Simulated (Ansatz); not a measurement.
C2H5AlO, SMILES OC=[CH][AlH2], a short molecular-dynamics run

Program: Ansatz 0.2.0, Python API.

Interactive session:
```pycon
>>> import ansatz as az
>>> import numpy as np
>>> geometry_ang = [
...     ('O', [-0.0862, 1.665, -0.8282]),
...     ('C', [0.5459, 1.232, 0.2788]),
...     ('C', [0.4582, -0.0336, 0.6761]),
...     ('Al', [-0.4684, -1.4881, -0.1624]),
...     ('H', [-0.7209, 1.1186, -1.4371]),
...     ('H', [1.1566, 1.9492, 0.8394]),
...     ('H', [1.0793, -0.3205, 1.5734]),
...     ('H', [-1.3848, -1.2208, -1.4716]),
...     ('H', [-0.4911, -2.9479, 0.5145]),
... ]
>>> mol = az.Crystal.molecule()
>>> for symbol, xyz in geometry_ang:
...     mol = mol.atom(symbol, xyz)
...
>>> calc = (
...     mol.calculation()
...     .basis(gaussian='6-31G')
...     .functional('pbe', dispersion='d3bj')
...     .md('nvt_langevin', timestep=0.5, steps=20, temperature=300, initial_velocities='maxwell_boltzmann', seed=94, friction=0.01)
... )
>>> frames = []
>>> calc.session().plan().execute(on_event=lambda e: frames.append(e['data']) if e['event'] == 'md_step' else None)
<ansatz.RunOutcome object at 0x...>
>>> print('t (fs)   E_pot (eV)      E_kin (eV)   T (K)   d(0-1) (A)')
t (fs)   E_pot (eV)      E_kin (eV)   T (K)   d(0-1) (A)
>>> for f in frames[::2]:
...     xyz = np.array(f['positions_ang'])
...     print(f'{f["time_fs"]:6.2f} {f["lagrangian_ev"]:14.5f} {f["e_kin_ev"]:10.5f} {f["temperature_k"]:8.1f} {np.linalg.norm(xyz[0] - xyz[1]):9.4f}')
...
  0.00   -10787.06433    0.31022    266.7    1.3463
  1.00   -10787.05845    0.31288    268.9    1.3590
  2.00   -10787.08984    0.36460    313.4    1.3718
  3.00   -10787.12438    0.37782    324.8    1.3835
  4.00   -10787.13751    0.39470    339.3    1.3932
  5.00   -10787.17014    0.42788    367.8    1.4021
  6.00   -10787.25447    0.48444    416.4    1.4081
  7.00   -10787.33788    0.59002    507.2    1.4116
  8.00   -10787.36010    0.58772    505.2    1.4141
  9.00   -10787.32765    0.55639    478.3    1.4167
 10.00   -10787.29134    0.49126    422.3    1.4181
>>> print('mean temperature', round(float(np.mean([f['temperature_k'] for f in frames])), 1), 'K')
mean temperature 384.1 K
```

Caveats:
- Total energies depend on the basis set; only differences at equal settings carry meaning.
- The trajectory is only some femtoseconds long, so its temperature is not equilibrated; where the script doesn't relax first, it starts from a rough generated geometry.
- The printed temperature counts all 3N degrees of freedom under Langevin dynamics, so the first row lies under the target.
- Hardware and time: 67 s on 1 thread of AMD EPYC 7R43 64-Core Processor (Zen 3), on a shared host, peak memory 0.18 GiB.

(Lines on the test bed's own set-up are left out of the output.)
